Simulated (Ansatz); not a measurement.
# NaGe+ (triplet): wave-function methods side by side at distance Ge1–Na2 = 3.956 Å, aug-cc-pVTZ

An exercise on one series of results from a longer session: the logs are not shown, and one member is left open.

Method: aug-cc-pVTZ, core rule «outside noble gas», up to 19 orbitals frozen; program: Ansatz 0.2.0, Gaussian basis.

To be run: UHF; CCSD(T) on ROHF; CCSD(T) on UHF; BCCD(T) on ROHF; CCSDT(Q) on ROHF; CCSDT(Q) on UHF; Full CI; Full CI in the symmetry of the determinant.

53 further runs of the same task are left out: 29 for a known fault of the program, 18 that didn't finish, 6 set aside as unsound or not needed.

### The geometry

The geometry derives from a PBE0/def2-TZVP stationary point (not a proven minimum). One bond is set to the value named and the two fragments are kept rigid. No spin-orbit coupling is included. The filled d shell of Ge may be among the frozen orbitals whatever the setting's name suggests; the logs give the count.

2 atoms, charge 1, spin multiplicity 3.

Atoms are counted from 1 here; the program's logs count them from 0.

No contacts short enough for the rule that draws bonds.

Set-up of the first run:

Contents of in.yaml:

```yaml
crystal:
  periodic: [false, false, false]
  atoms:
    - {symbol: Ge, position_ang: [0.000000, 0.000000, 0.000000]}
    - {symbol: Na, position_ang: [0.000000, 0.000000, 3.956000]}
basis:
  gaussian: {orbitals: aug-cc-pVTZ}
total_charge: 1
magnetization: {spin_polarized: true, initial_magnetization: 2}
hamiltonian: {xc: hf}
output: {orbitals: {seedname: orbitals}}
```

Started as:

```console
> ansatz run in.yaml --threads 1 --pin off --events-out ev --progress --plain --max-ram 2393MiB
```

Among the steps run: UHF; CCSD(T) on ROHF; CCSD(T) on UHF; BCCD(T) on ROHF; CCSDT(Q) on ROHF; CCSDT(Q) on UHF; Full CI; Full CI in the symmetry of the determinant.

One table of the session follows, with a row left open; its other results are not shown here.

| method | from FCI (meV) |
| --- | --- |
| ROHF | +1936.4 |
| UHF | +1831.7 |
| RMP2 | +461.6 |
| UMP2 | +459.5 |
| RCCSD | +72.2 |
| UCCSD | +59.1 |
| RCCSD(T) | +15.9 |
| UCCSD(T) | +6.1 |
| BCCD(T) | ? |
| RCCSDT | +1.1 |
| UCCSDT | -8.9 |
| RCCSDT(Q) | -0.1 |
| UCCSDT(Q) | -10.0 |
| FCI | 0 |

Estimate the missing values for BCCD(T).

**Answer.** from FCI (meV): +16.0. In the column «from FCI (meV)» it lies between RCCSD(T) (+15.9) and UCCSD (+59.1).

Caveats from the session: UCCSDT, UCCSDT(Q) fall below full CI: unrestricted runs freeze a spin-polarised core, another one than full CI's, and coupled cluster isn't variational. Levels on UHF freeze UHF's core orbitals, full CI those of ROHF, so the U rows can settle a little off it for that reason alone. Restricted and unrestricted rows rest on different reference determinants; where their highest levels disagree by more than a few hundredths of an eV, they describe different states and don't form one ladder.
